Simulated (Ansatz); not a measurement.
# AlClH₆Si₂: up Jacob's ladder to CCSD(T)

How much do the methods differ for AlClH₆Si₂? The plan is to run it at one geometry with functionals of several rungs and with coupled cluster, and see how far each lands from CCSD(T) at the basis-set limit for the atomisation energy.

The runs use Ansatz 0.2.0, Gaussian basis; functionals in def2-TZVPP, the program's frozen cores in correlated methods.

Plan: LDA (SPW92), PBE-D4, revPBE-D4, BLYP-D4, r2SCAN-D4, B97M-V, PBE0-D4, B3LYP-D4, r2SCANh-D4, r2SCAN0-D4, HSE06-D4, BHLYP-D4, CAM-B3LYP-D4, LC-ωPBE, ωB97X-V, ωB97M-V, B2PLYP, PBE-QIDH; CCSD(T)/def2-SVP; CCSD(T)/def2-TZVPP; MP2/def2-QZVPP; extrapolation to the limit; RPA on PBE.

### Step 1. The geometry

The geometry comes from an earlier relaxation with PBE0-D4 in a triple-zeta def2 set; it is a stationary point, not always the lowest conformer.

10 atoms, charge 0, spin multiplicity 1.

Atoms are counted from 1 here; the program's logs count them from 0.

Bond lengths: Al1–Si2 2.456 Å, Al1–H5 1.585 Å, Al1–H6 1.588 Å, Si2–Si3 2.343 Å, Si2–Cl4 2.084 Å, Si2–H7 1.493 Å, Si3–H8 1.487 Å, Si3–H9 1.488 Å, Si3–H10 1.489 Å. Angles: Si2–Al1–H5 120.7°, Si2–Al1–H6 118.5°, H5–Al1–H6 120.8°, Al1–Si2–Si3 113.4°, Al1–Si2–Cl4 110.6°, Al1–Si2–H7 111.4°, Si3–Si2–Cl4 107.3°, Si3–Si2–H7 107.3°, Cl4–Si2–H7 106.5°, Si2–Si3–H8 111.1°, Si2–Si3–H9 109.7°, Si2–Si3–H10 109.1°, H8–Si3–H9 109.1°, H8–Si3–H10 109.4°, H9–Si3–H10 108.5°.

### Step 2. LDA

This LDA is Slater exchange with PW92 correlation.

in.yaml

```yaml
crystal:
  periodic: [false, false, false]
  atoms:
    - {symbol: Al, position_ang: [-1.268485, 1.598634, -0.993935]}
    - {symbol: Si, position_ang: [0.234481, -0.335352, -0.808052]}
    - {symbol: Si, position_ang: [0.847462, -0.828886, 1.399083]}
    - {symbol: Cl, position_ang: [-0.664781, -2.041129, -1.597444]}
    - {symbol: H, position_ang: [-2.773928, 1.412159, -1.452905]}
    - {symbol: H, position_ang: [-0.708750, 3.034168, -0.608094]}
    - {symbol: H, position_ang: [1.493720, -0.122398, -1.580858]}
    - {symbol: H, position_ang: [1.703615, -2.042646, 1.458012]}
    - {symbol: H, position_ang: [-0.372657, -1.054444, 2.219975]}
    - {symbol: H, position_ang: [1.592423, 0.328694, 1.967217]}
basis:
  gaussian: {orbitals: def2-TZVPP}
hamiltonian: {xc: lda}
output: {orbitals: {seedname: orbitals}}
```

Command:

```
> ansatz run in.yaml --threads 2 --pin off --events-out ev --progress --plain --max-ram 4352MiB
```

Further steps of the session: PBE-D4 (GGA); revPBE-D4 (GGA); BLYP-D4 (GGA); r2SCAN-D4 (meta-GGA); B97M-V (meta-GGA); B3LYP-D4 (hybrid); r2SCANh-D4 (hybrid); r2SCAN0-D4 (hybrid); HSE06-D4 (hybrid); BHLYP-D4 (hybrid); CAM-B3LYP-D4 (range-separated); LC-ωPBE (range-separated); ωB97X-V (range-separated); ωB97M-V (range-separated); B2PLYP (double hybrid); PBE-QIDH (double hybrid); CCSD(T) in def2-SVP; CCSD(T) in def2-TZVPP; MP2 in def2-QZVPP; RPA on PBE orbitals.

Q: Predict the results of all the runs planned. Wanted: atomisation energy, CCSD(T)/CBS; farthest beyond LDA; mean size of error, GGA; mean size of error, meta-GGA; mean size of error, hybrid; mean size of error, range-separated; mean size of error, double hybrid; gap, smallest and largest; T1 diagnostic.

**Answer**, as computed:

| quantity | value |
| --- | --- |
| atomisation energy, CCSD(T)/CBS | 2736.9 kJ/mol |
| functionals within 13.7 kJ/mol (0.5 %) | r2SCAN-D4, r2SCANh-D4, ωB97M-V |
| farthest beyond LDA | revPBE-D4 (-77.6 kJ/mol) |
| mean size of error, GGA | 61.3 kJ/mol |
| mean size of error, meta-GGA | 22.5 kJ/mol |
| mean size of error, hybrid | 28.2 kJ/mol |
| mean size of error, range-separated | 24.8 kJ/mol |
| mean size of error, double hybrid | 53.5 kJ/mol |
| gap, smallest and largest | 3.05 eV (LDA (SPW92)), 9.49 eV (LC-ωPBE) |
| T1 diagnostic | 0.0120 |
| triples share of the correlation energy | 3.6 % |

In words: LDA overbinds by 255.4 kJ/mol (9 %). PBE-D4 misses by -44.2 kJ/mol. Double hybrids carry the basis error of their MP2 part in triple zeta, and no dispersion term here, so their miss is partly the set-up's. Taken by rung, meta-GGA functionals do best (22.5 kJ/mol on average) and GGA ones worst beyond LDA (61.3 kJ/mol). The gap between the best rungs is small, so their order is not settled. Misses under about 13.7 kJ/mol are within the doubt on the reference itself, which lacks core-valence correlation, relativity and higher excitations. Hartree-Fock recovers 76 % of the binding; the rest is correlation. CCSD(T) in def2-SVP is off by -207.7 kJ/mol, so the small basis spoils what the method gains. The gap grows from 3.1 to 9.5 eV across the functionals, mostly with the share of exact exchange.
